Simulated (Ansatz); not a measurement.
I need a calculation of the dielectric tensor and Born charges of K3NaS2, space group P-6m2. Use Ansatz's Python interface. Use: LDA, norm-conserving potentials, the default cutoff (1197 eV here), 3×3×2 k-points, fixed occupations.

Input file `k3nas2.cif`:
```cif
data_K3NaS2
_cell_length_a 5.094541
_cell_length_b 5.094541
_cell_length_c 7.372888
_cell_angle_alpha 90.00000
_cell_angle_beta 90.00000
_cell_angle_gamma 120.00000
_symmetry_space_group_name_H-M 'P 1'
_symmetry_Int_Tables_number 1
loop_
_symmetry_equiv_pos_as_xyz
'x, y, z'
loop_
_atom_site_label
_atom_site_type_symbol
_atom_site_fract_x
_atom_site_fract_y
_atom_site_fract_z
K1 K    0.666667    0.333333    0.747703
K2 K    0.666667    0.333333    0.252297
K3 K    0.333333    0.666667    0.000000
Na4 Na    0.000000    0.000000    0.500000
S5 S    0.333333    0.666667    0.500000
S6 S    0.000000    0.000000    0.000000
```

`k3nas2_eps.py`:
```python
from dataclasses import dataclass
import warnings

import ansatz as az
from ase.io import read
import numpy as np


@dataclass(frozen=True)
class Settings:
    k_density: float = 2.1
    scf_tol: float = 1e-07
    smearing: str = "fixed"


settings = Settings()


def main() -> None:
    warnings.simplefilter("ignore", az.DeckWarning)

    atoms = read("k3nas2.cif")
    system = az.Crystal.from_ase(atoms)

    job = (
        system.calculation()
        .pseudopotentials("nc")
        .kpoints(density=settings.k_density)
        .mixing("broyden")
        .scf(tolerance=settings.scf_tol)
        .functional(az.Functional.LDA)
        .occupations(settings.smearing)
        .dielectric()
    )
    res = job.run()
    response = res.dielectric
    eps = np.asarray(response.eps_inf)

    print(f"mean eps_inf {np.trace(eps) / 3:.3f}, fraction of exact exchange 1/eps = {3 / np.trace(eps):.3f}")
    print(np.array2string(eps, precision=3, suppress_small=True))
    for site, z in zip(res.lattice.sites, response.zstar_e):
        print(f"{site.symbol:2s} Z* trace/3 = {np.trace(z) / 3:+.3f} e")
    print(f"charge neutrality missed by {response.zstar_sum_residual_pre_e:.4f} e before the sum rule")


if __name__ == "__main__":
    main()
```

`python k3nas2_eps.py` gives:
```text
mean eps_inf 3.910, fraction of exact exchange 1/eps = 0.256
[[ 3.882 -0.     0.   ]
 [-0.     3.882  0.   ]
 [ 0.     0.     3.965]]
K  Z* trace/3 = +1.121 e
K  Z* trace/3 = +1.121 e
K  Z* trace/3 = +0.953 e
Na Z* trace/3 = +1.121 e
S  Z* trace/3 = -2.180 e
S  Z* trace/3 = -2.135 e
charge neutrality missed by 0.0029 e before the sum rule
```

What to keep in mind:
- These settings explore the input space; cutoff and mesh may be short of convergence.
- Under fixed occupations the level called the Fermi level is the highest filled one on the SCF mesh; off the mesh a filled band can lie a little above it.
- Energy and stress may still move on a finer k-point mesh.
- Averages over directions belong to no single polarisation, least of all in layered crystals.
- Pressure is positive in compression.
- This cell is a computed structure, which may not be the phase found in nature.
- This is the electronic (clamped-ion) response; a semilocal gap that is too small tends to raise it. The typed mesh is that of the SCF; the response is solved on denser meshes that the run picks.
- Wall time of the script: 4.3 min on 1 thread of Arm Neoverse V2 (shared host), peak memory 1.6 GiB.
